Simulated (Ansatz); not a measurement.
# CH4ISn radical: one species, many methods

One table from this session's results is given with a row withheld; the runs are named, their logs left out.

Program: Ansatz 0.2.0, Gaussian basis. Level of theory: functionals in def2-TZVPP, the program's frozen cores in correlated methods. These are calculated values, not measurements.

Levels to be run: LDA (SPW92), PBE-D4, revPBE-D4, BLYP-D4, r2SCAN-D4, B97M-V, PBE0-D4, B3LYP-D4, r2SCANh-D4, r2SCAN0-D4, HSE06-D4, BHLYP-D4, CAM-B3LYP-D4, LC-ωPBE, ωB97X-V, ωB97M-V, B2PLYP, PBE-QIDH; CCSD(T)/def2-SVP; CCSD(T)/def2-TZVPP; MP2/def2-QZVPP; extrapolation to the limit; RPA on PBE.

### Structure used throughout

An earlier PBE0-D4 in a triple-zeta def2 set relaxation fixed the geometry. Sn, I take the def2 core potential; no spin-orbit term is included.

7 atoms, charge 0, spin multiplicity 2.

Atoms are counted from 1 here; the program's logs count them from 0.

Bond lengths: C1–Sn2 2.157 Å, C1–H4 1.090 Å, C1–H5 1.088 Å, C1–H6 1.091 Å, Sn2–I3 2.707 Å, Sn2–H7 1.731 Å. Angles: Sn2–C1–H4 109.6°, Sn2–C1–H5 109.5°, Sn2–C1–H6 107.7°, H4–C1–H5 110.1°, H4–C1–H6 110.0°, H5–C1–H6 109.9°, C1–Sn2–I3 106.0°, C1–Sn2–H7 110.6°, I3–Sn2–H7 105.3°.

As a file:

```xyz
7
CH4ISn
C    -0.7493    0.6782   -0.1140
Sn    1.2161   -0.1278    0.2598
I     0.8277   -2.4615    1.5749
H    -0.6613    1.6151   -0.6640
H    -1.2593    0.8460    0.8326
H    -1.3001   -0.0528   -0.7077
H     1.9873   -0.5651   -1.2273
```

Set-up of the first run:

in.yaml reads:

```yaml
crystal:
  periodic: [false, false, false]
  atoms:
    - {symbol: C, position_ang: [-0.749303, 0.678199, -0.114026]}
    - {symbol: Sn, position_ang: [1.216113, -0.127836, 0.259826]}
    - {symbol: I, position_ang: [0.827715, -2.461454, 1.574877]}
    - {symbol: H, position_ang: [-0.661256, 1.615110, -0.663971]}
    - {symbol: H, position_ang: [-1.259265, 0.846046, 0.832591]}
    - {symbol: H, position_ang: [-1.300111, -0.052832, -0.707663]}
    - {symbol: H, position_ang: [1.987306, -0.565133, -1.227333]}
basis:
  gaussian: {orbitals: def2-TZVPP}
magnetization: {spin_polarized: true, initial_magnetization: 1}
hamiltonian: {xc: lda}
output: {orbitals: {seedname: orbitals}}
```

Steps of the session up to this table: LDA; PBE-D4 (GGA); revPBE-D4 (GGA); BLYP-D4 (GGA); r2SCAN-D4 (meta-GGA); B97M-V (meta-GGA); PBE0-D4 (hybrid); B3LYP-D4 (hybrid); r2SCANh-D4 (hybrid); r2SCAN0-D4 (hybrid); HSE06-D4 (hybrid); BHLYP-D4 (hybrid); CAM-B3LYP-D4 (range-separated); LC-ωPBE-D4 (range-separated; the results give it without D4); ωB97X-V (range-separated); ωB97M-V (range-separated); B2PLYP (double hybrid); PBE-QIDH (double hybrid).

One of the session's tables, all rows but one given; the rest of the session is left out.

It belongs to the step «Orbital energies across the functionals». 

```
  functional  HOMO (eV)  LUMO (eV)  gap (eV)
 LDA (SPW92)      -5.20      -4.54      0.65
      PBE-D4      -5.12      -4.22      0.90
   revPBE-D4      -5.09      -4.10      0.99
     BLYP-D4      -4.94      -4.23      0.72
   r2SCAN-D4      -5.47      -3.95      1.52
      B97M-V      -5.28      -4.32      0.96
     PBE0-D4      -6.15      -3.43      2.72
    B3LYP-D4      -5.91      -3.79      2.13
  r2SCANh-D4      -5.85      -3.66      2.18
  r2SCAN0-D4      -6.41      -3.24      3.17
    HSE06-D4      -5.77      -3.80      1.97
    BHLYP-D4          ?          ?         ?
CAM-B3LYP-D4      -7.32      -2.60      4.72
     LC-ωPBE      -8.63      -1.29      7.35
     ωB97X-V      -8.20      -1.66      6.54
     ωB97M-V      -8.13      -1.77      6.35
```

Q: Estimate the row for BHLYP-D4 from the others.

Worked estimate for «HOMO (eV)». Against the share of exact exchange, BLYP-D4 (0, -4.94), B3LYP-D4 (0.2, -5.91) give a slope of -4.85 per unit share; at 0.5 the line stands at -7.36.

The run gave: HOMO (eV): -7.01; LUMO (eV): -2.70; gap (eV): 4.30. In «HOMO (eV)» the line misses by -0.35.
